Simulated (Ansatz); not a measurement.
# CuB26N27 (Qingsongite): the cost of one run

Program: Ansatz 0.2.0. Level of theory: DFT, PBE, plane-wave PAW, default files, scalar-relativistic, as far as a step names no other. These are calculated values, not measurements.

1 further run of the same task is left out (it didn't finish).

**1. The system as given**

It takes space group F-43m (No. 216, cubic). The conventional cell has a = 10.845 Å, b = 10.845 Å, c = 10.845 Å, α = 90.00°, β = 90.00°, γ = 90.00°. Cu (site symmetry -43m) has 4 N at 1.57 Å as nearest neighbours. B (site symmetry m) has 4 N at 1.57 Å as nearest neighbours. B (site symmetry 3m) has 4 N at 1.57 Å as nearest neighbours. B (site symmetry 2mm) is surrounded by 4 N at 1.57 Å. N (site symmetry 3m) is surrounded by 1 Cu at 1.57 Å and 3 B at 1.57 Å. Around N (site symmetry 2mm) lie 4 B at 1.57 Å. N (site symmetry m) has 4 B at 1.57 Å as nearest neighbours. Only part of the 10 independent sites is listed.

Coordinates:

```cif
data_structure
_symmetry_space_group_name_H-M 'F-43m'
_symmetry_Int_Tables_number 216
_cell_length_a 10.8450
_cell_length_b 10.8450
_cell_length_c 10.8450
_cell_angle_alpha 90.000
_cell_angle_beta 90.000
_cell_angle_gamma 90.000
_cell_volume 1275.52
loop_
_atom_site_label
_atom_site_type_symbol
_atom_site_symmetry_multiplicity
_atom_site_Wyckoff_symbol
_atom_site_fract_x
_atom_site_fract_y
_atom_site_fract_z
_atom_site_occupancy
Cu1 Cu 4 a 0.00000 0.00000 0.00000 1
B1 B 48 h 0.16667 0.00000 0.16667 1
B2 B 16 e 0.83333 0.33333 0.16667 1
B3 B 16 e 0.16667 0.16667 0.33333 1
B4 B 24 f 0.50000 0.16667 0.00000 1
N1 N 16 e 0.08333 0.41667 0.58333 1
N2 N 24 g 0.25000 0.41667 0.75000 1
N3 N 48 h 0.58333 0.25000 0.91667 1
N4 N 16 e 0.41667 0.08333 0.91667 1
N5 N 4 c 0.25000 0.25000 0.25000 1
```

Atom 1 of the input is the impurity.

**2. Gradients at the starting positions**

File input.yaml:

```yaml
crystal:
  lattice:
    - [0.0, 5.4225, 5.4225]
    - [5.4225, 0.0, 5.4225]
    - [5.4225, 5.4225, 0.0]
  atoms:
    - { symbol: Cu, position: [0.0, 0.0, 0.0], spin: 1.0 }
    - { symbol: B, position: [0.0, 0.0, 0.3333333333] }
    - { symbol: B, position: [0.0, 0.0, 0.6666666667] }
    - { symbol: B, position: [0.0, 0.3333333333, 0.0] }
    - { symbol: B, position: [0.0, 0.3333333333, 0.3333333333] }
    - { symbol: B, position: [0.0, 0.3333333333, 0.6666666667] }
    - { symbol: B, position: [0.0, 0.6666666667, 0.0] }
    - { symbol: B, position: [0.0, 0.6666666667, 0.3333333333] }
    - { symbol: B, position: [0.0, 0.6666666667, 0.6666666667] }
    - { symbol: B, position: [0.3333333333, 0.0, 0.0] }
    - { symbol: B, position: [0.3333333333, 0.0, 0.3333333333] }
    - { symbol: B, position: [0.3333333333, 0.0, 0.6666666667] }
    - { symbol: B, position: [0.3333333333, 0.3333333333, 0.0] }
    - { symbol: B, position: [0.3333333333, 0.3333333333, 0.3333333333] }
    - { symbol: B, position: [0.3333333333, 0.3333333333, 0.6666666667] }
    - { symbol: B, position: [0.3333333333, 0.6666666667, 0.0] }
    - { symbol: B, position: [0.3333333333, 0.6666666667, 0.3333333333] }
    - { symbol: B, position: [0.3333333333, 0.6666666667, 0.6666666667] }
    - { symbol: B, position: [0.6666666667, 0.0, 0.0] }
    - { symbol: B, position: [0.6666666667, 0.0, 0.3333333333] }
    - { symbol: B, position: [0.6666666667, 0.0, 0.6666666667] }
    - { symbol: B, position: [0.6666666667, 0.3333333333, 0.0] }
    - { symbol: B, position: [0.6666666667, 0.3333333333, 0.3333333333] }
    - { symbol: B, position: [0.6666666667, 0.3333333333, 0.6666666667] }
    - { symbol: B, position: [0.6666666667, 0.6666666667, 0.0] }
    - { symbol: B, position: [0.6666666667, 0.6666666667, 0.3333333333] }
    - { symbol: B, position: [0.6666666667, 0.6666666667, 0.6666666667] }
    - { symbol: "N", position: [0.0833333333, 0.0833333333, 0.0833333333] }
    - { symbol: "N", position: [0.0833333333, 0.0833333333, 0.4166666667] }
    - { symbol: "N", position: [0.0833333333, 0.0833333333, 0.75] }
    - { symbol: "N", position: [0.0833333333, 0.4166666667, 0.0833333333] }
    - { symbol: "N", position: [0.0833333333, 0.4166666667, 0.4166666667] }
    - { symbol: "N", position: [0.0833333333, 0.4166666667, 0.75] }
    - { symbol: "N", position: [0.0833333333, 0.75, 0.0833333333] }
    - { symbol: "N", position: [0.0833333333, 0.75, 0.4166666667] }
    - { symbol: "N", position: [0.0833333333, 0.75, 0.75] }
    - { symbol: "N", position: [0.4166666667, 0.0833333333, 0.0833333333] }
    - { symbol: "N", position: [0.4166666667, 0.0833333333, 0.4166666667] }
    - { symbol: "N", position: [0.4166666667, 0.0833333333, 0.75] }
    - { symbol: "N", position: [0.4166666667, 0.4166666667, 0.0833333333] }
    - { symbol: "N", position: [0.4166666667, 0.4166666667, 0.4166666667] }
    - { symbol: "N", position: [0.4166666667, 0.4166666667, 0.75] }
    - { symbol: "N", position: [0.4166666667, 0.75, 0.0833333333] }
    - { symbol: "N", position: [0.4166666667, 0.75, 0.4166666667] }
    - { symbol: "N", position: [0.4166666667, 0.75, 0.75] }
    - { symbol: "N", position: [0.75, 0.0833333333, 0.0833333333] }
    - { symbol: "N", position: [0.75, 0.0833333333, 0.4166666667] }
    - { symbol: "N", position: [0.75, 0.0833333333, 0.75] }
    - { symbol: "N", position: [0.75, 0.4166666667, 0.0833333333] }
    - { symbol: "N", position: [0.75, 0.4166666667, 0.4166666667] }
    - { symbol: "N", position: [0.75, 0.4166666667, 0.75] }
    - { symbol: "N", position: [0.75, 0.75, 0.0833333333] }
    - { symbol: "N", position: [0.75, 0.75, 0.4166666667] }
    - { symbol: "N", position: [0.75, 0.75, 0.75] }
magnetization:
  spin_polarized: true
total_charge: -1
kpoints:
  mp_grid: { grid: [3, 3, 3] }
scf:
  occupations: { method: fermi_dirac, width: 0.01 }
hamiltonian:
  xc: pbe
  pseudopotentials: { kind: paw }
output:
  forces: true
  stress: true
  populations: true
  efg:
    quadrupole_moments_barn: { Cu: -0.22, B: 0.04059, "N": 0.02044 }
    contact_densities: true
```

Command:

```
> ansatz run input.yaml --threads 1 --pin off --max-ram 3072MiB --backend cpu --events-out ev --progress --plain --runs-dir out
```

**Question.** How long does this run take on 1 thread of Arm Neoverse V1, shared host, and how much memory does it need?

About 1.8 min, with a peak of 0.94 GiB.
